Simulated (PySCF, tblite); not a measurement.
# C2H6BNO: geometry, infrared bands, NMR shifts and spin-spin couplings

Wanted: the infrared bands, NMR shifts and spin-spin couplings of C2H6BNO (`CB(C)N=O`), by calculation.

The runs use tblite 0.8.0 and PySCF 2.14.0, with density-fitted response routines of our own; the level of theory stands in each step. All values are computed, except where a source is named. Atoms count from 0, in the outputs and in this text.

### Step 1. The starting structure

11 atoms, charge 0, multiplicity 1; geometry from: force field or distance geometry start.

Bonds of the start (Å): C0–B1 1.61, B1–C2 1.59, B1–N3 1.52, N3–O4 1.21, C0–H5 1.09, C0–H6 1.10, C0–H7 1.12, C2–H8 1.11, C2–H9 1.10, C2–H10 1.13.

### Step 2. Geometry optimisation with GFN2-xTB

The job: settings as JSON, then the geometry in Å.

```
{"job": {"kind": "relax", "xc": "GFN2-xTB", "basis": "xTB"}, "charge": 0, "multiplicity": 1}
C      1.469100    -0.302700     0.008600
B      0.004000     0.247600    -0.378700
C     -1.276100    -0.605800     0.008300
N     -0.086400     1.755000    -0.535500
O     -0.645600     2.430400     0.293400
H      1.600200    -1.354700    -0.252300
H      1.597000    -0.071100     1.077500
H      2.164400     0.307600    -0.622700
H     -1.108700    -1.172800     0.948500
H     -1.569100    -1.311800    -0.786200
H     -2.143500     0.081100     0.213200
```

Launch:

```bash
$ OMP_NUM_THREADS=1 python probes_run.py task.json out
```

This one command runs all jobs of the session in turn.

**Question.** This job is followed by: GFN2-xTB harmonic vibrations, gas phase; GIAO PBE0/pcSseg-1 NMR shielding, non-relativistic, gas phase; B3LYP/pcJ-1 indirect spin-spin coupling, non-relativistic, gas phase. Predict these results of the whole session: strongest single infrared mode (GFN2-xTB); zero-point energy (GFN2-xTB); 13C shifts against TMS (PBE0/pcSseg-1, means over atoms taken as alike); 1H shifts against TMS (PBE0/pcSseg-1, means over atoms taken as alike); 11B shifts against BF3·OEt2 (PBE0/pcSseg-1); 15N shifts against NH3 (PBE0/pcSseg-1); 17O shifts against H2O (PBE0/pcSseg-1); surface potential, 1st and 99th percentile; property runs in this session.

As calculated:

| quantity | value |
| --- | --- |
| strongest single infrared mode (GFN2-xTB) | 2031 cm⁻¹, 645 km/mol |
| zero-point energy (GFN2-xTB) | 52.7 kcal/mol |
| 13C shifts against TMS (PBE0/pcSseg-1, means over atoms taken as alike) | -13.2 ppm |
| 1H shifts against TMS (PBE0/pcSseg-1, means over atoms taken as alike) | 1.01 ppm |
| 11B shifts against BF3·OEt2 (PBE0/pcSseg-1) | -19.2 ppm |
| 15N shifts against NH3 (PBE0/pcSseg-1) | 1243.3 ppm |
| 17O shifts against H2O (PBE0/pcSseg-1) | 1934.0 ppm |
| surface potential, 1st and 99th percentile | -0.86 V and 0.73 V |
| property runs in this session | 2, of which 0 failed and 1 gave unsound results |

**Reading.** Over 56 steps the energy fell by 1.442 eV; of the close pairs, B1–N3 changed most, 1.518 to 1.301 Å. The lowest mode is slightly imaginary (14i cm⁻¹), a soft motion within the noise of the Hessian, so the minimum is not strictly shown. The strongest single mode, at 2031 cm⁻¹, moves mainly N3. GFN2-xTB is a fitted tight-binding method: band positions and strengths are rough. Its intensities can rank the bands wrongly. At PBE0/pcSseg-1: The largest span, 4749 ppm, is at O4, where the paramagnetic term is -1998 ppm. At PBE0/pcSseg-1, counted by nearest atom on the grid, the HOMO lies on O4 42 %; N3 33 %, the LUMO on N3 45 %; O4 36 %.
